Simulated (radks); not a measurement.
**Valence configurations of Kr³⁺**

NIST gives [Ar] 3d10 4s2 4p3 as the ground configuration of Kr³⁺. Does this level of theory agree? Several fillings of the valence shells are run.

The numbers are computed with radks (a radial shooting solver on a logarithmic mesh, Libxc functionals) version 1 (scalar-relativistic Kohn-Sham, LDA (Slater exchange, Perdew-Wang correlation), spin-unpolarised, spherical densities, point nucleus), except any that are marked as measured or tabulated.

## Step 1: The system

```
element       : krypton (Z = 36)
charge        : +3
electrons     : 33
configuration : [Ar] 3d10 4s2 4p3
others tried  : 3d10 4s1.5 4p3.5; 3d10 4s1 4p4; 3d9 4s2 4p4; 3d10 4p5; 3d9 4s1 4p5; 3d8 4s1 4p6; 3d9.5 4s1 4p4.5; 3d8 4s2 4p5; 3d8.5 4s2 4p4.5
```

Outer shells as boxes (Hund's rule):

Kr³⁺
```
[Ar] core
3d [↑↓][↑↓][↑↓][↑↓][↑↓]
4s [↑↓]
4p [↑ ][↑ ][↑ ]
```

## Step 2: [Ar] 3d10 4s2 4p3

Input:

```text
Z 36
configuration [Ar] 3d10 4s2 4p3
relativity scalar-relativistic
functional lda,pw
spin unpolarised
nucleus point
c 137.035999084
```

## Step 3: [Ar] 3d10 4s1.5 4p3.5

Input:

```text
Z 36
configuration [Ar] 3d10 4s1.5 4p3.5
relativity scalar-relativistic
functional lda,pw
spin unpolarised
nucleus point
c 137.035999084
```

## Step 4: [Ar] 3d10 4s1 4p4

Input:

```text
Z 36
configuration [Ar] 3d10 4s1 4p4
relativity scalar-relativistic
functional lda,pw
spin unpolarised
nucleus point
c 137.035999084
```

## Step 5: [Ar] 3d9 4s2 4p4

Input:

```text
Z 36
configuration [Ar] 3d9 4s2 4p4
relativity scalar-relativistic
functional lda,pw
spin unpolarised
nucleus point
c 137.035999084
```

## Step 6: [Ar] 3d10 4p5

Input:

```text
Z 36
configuration [Ar] 3d10 4p5
relativity scalar-relativistic
functional lda,pw
spin unpolarised
nucleus point
c 137.035999084
```

## Step 7: [Ar] 3d9 4s1 4p5

Input:

```text
Z 36
configuration [Ar] 3d9 4s1 4p5
relativity scalar-relativistic
functional lda,pw
spin unpolarised
nucleus point
c 137.035999084
```

## Step 8: [Ar] 3d8 4s1 4p6

Input:

```text
Z 36
configuration [Ar] 3d8 4s1 4p6
relativity scalar-relativistic
functional lda,pw
spin unpolarised
nucleus point
c 137.035999084
```

## Step 9: [Ar] 3d9.5 4s1 4p4.5

Input:

```text
Z 36
configuration [Ar] 3d9.5 4s1 4p4.5
relativity scalar-relativistic
functional lda,pw
spin unpolarised
nucleus point
c 137.035999084
```

## Step 10: [Ar] 3d8 4s2 4p5

Input:

```text
Z 36
configuration [Ar] 3d8 4s2 4p5
relativity scalar-relativistic
functional lda,pw
spin unpolarised
nucleus point
c 137.035999084
```

## Step 11: [Ar] 3d8.5 4s2 4p4.5

Input:

```text
Z 36
configuration [Ar] 3d8.5 4s2 4p4.5
relativity scalar-relativistic
functional lda,pw
spin unpolarised
nucleus point
c 137.035999084
```

Q: Predict the outcome of this session. Wanted: for each run, valence; E − E(NIST configuration); highest level; its energy; 1s shift.

The runs gave:

```csv
valence,E − E(NIST configuration) (eV),highest level,its energy (eV),1s shift (eV)
3d10 4s2 4p3,0.000,4p,-43.550,+0.00
3d10 4s1.5 4p3.5,7.910,4p,-43.885,-0.74
3d10 4s1 4p4,15.849,4p,-44.216,-1.47
3d10 4p5,31.811,4p,-44.862,-2.90
3d9.5 4s1 4p4.5,56.918,4p,-45.557,-10.17
3d9 4s2 4p4,84.302,4p,-46.261,-17.71
3d9 4s1 4p5,100.91,4p,-46.884,-19.07
3d8.5 4s2 4p4.5,130.92,4p,-47.596,-26.86
3d8 4s2 4p5,180.61,4p,-48.919,-36.22
3d8 4s1 4p6,197.94,4p,-49.504,-37.48
```

**Reading.** The NIST configuration is the lowest of those tried, 7.910 eV under 3d10 4s1.5 4p3.5. The energies are those of spherical spin-averaged densities, not of single terms. The 1s eigenvalue shifts by up to 37.48 eV as the valence charge is rearranged.
